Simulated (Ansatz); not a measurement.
# ZrGe5: the cost of one run

Program: Ansatz 0.2.0. Level of theory: DFT PBE, scalar-relativistic, plane waves, PAW. These are calculated values, not measurements.

1 further run of the same task is left out (it didn't finish).

## (1) The starting structure

The structure is tetragonal, space group P4/mmm (No. 123). The conventional cell has a = 5.073 Å, b = 5.073 Å, c = 4.899 Å, α = 90.00°, β = 90.00°, γ = 90.00°. Around Zr (site symmetry 4/mmm) lie 12 Ge at 2.85 to 3.59 Å. Around Ge (site symmetry m2m) lie 3 Ge at 2.06 to 2.16 Å. Ge (site symmetry 4/mmm) has 4 Zr at 3.59 Å and 16 Ge at 3.69 Å in its first shell of neighbours.

Structure file:

```cif
data_structure
_symmetry_space_group_name_H-M 'P4/mmm'
_symmetry_Int_Tables_number 123
_cell_length_a 5.0729
_cell_length_b 5.0729
_cell_length_c 4.8990
_cell_angle_alpha 90.000
_cell_angle_beta 90.000
_cell_angle_gamma 90.000
_cell_volume 126.07
loop_
_atom_site_label
_atom_site_type_symbol
_atom_site_symmetry_multiplicity
_atom_site_Wyckoff_symbol
_atom_site_fract_x
_atom_site_fract_y
_atom_site_fract_z
_atom_site_occupancy
Zr1 Zr 1 d 0.50000 0.50000 0.50000 1
Ge1 Ge 4 n 0.78719 0.50000 0.00000 1
Ge2 Ge 1 b 0.00000 0.00000 0.50000 1
```

The cell is invented: random cell by space group and Wyckoff sites (P4/mmm, No. 123). Its size is a rough estimate.

## (2) Probe: one point on a coarse mesh

Contents of input.yaml:

```yaml
crystal:
  lattice:
    - [5.07285047, 0.0, 0.0]
    - [0.0, 5.07285047, 0.0]
    - [0.0, 0.0, 4.89899424]
  atoms:
    - { symbol: Zr, position: [0.5, 0.5, 0.5] }
    - { symbol: Ge, position: [0.78718645, 0.5, 0.0] }
    - { symbol: Ge, position: [0.21281355, 0.5, 0.0] }
    - { symbol: Ge, position: [0.5, 0.78718645, 0.0] }
    - { symbol: Ge, position: [0.5, 0.21281355, 0.0] }
    - { symbol: Ge, position: [0.0, 0.0, 0.5] }
basis:
  ecutwfc: 420
kpoints:
  mp_grid: { grid: [4, 4, 4] }
hamiltonian:
  xc: pbe
scf:
  occupations: { method: gaussian, width: 0.1 }
  lower_state_search: "off"
output:
  forces: true
  stress: true
  eigenvalues: true
```

The run is started by

```sh
> ansatz run input.yaml --threads 1 --pin off --max-ram 2560MiB --backend cpu --events-out ev --progress --plain --runs-dir out
```

**Question.** How long does this run take on 1 thread of Arm Neoverse V1, shared host, and how much memory does it need?

About 7.6 s, with a peak of 0.41 GiB.
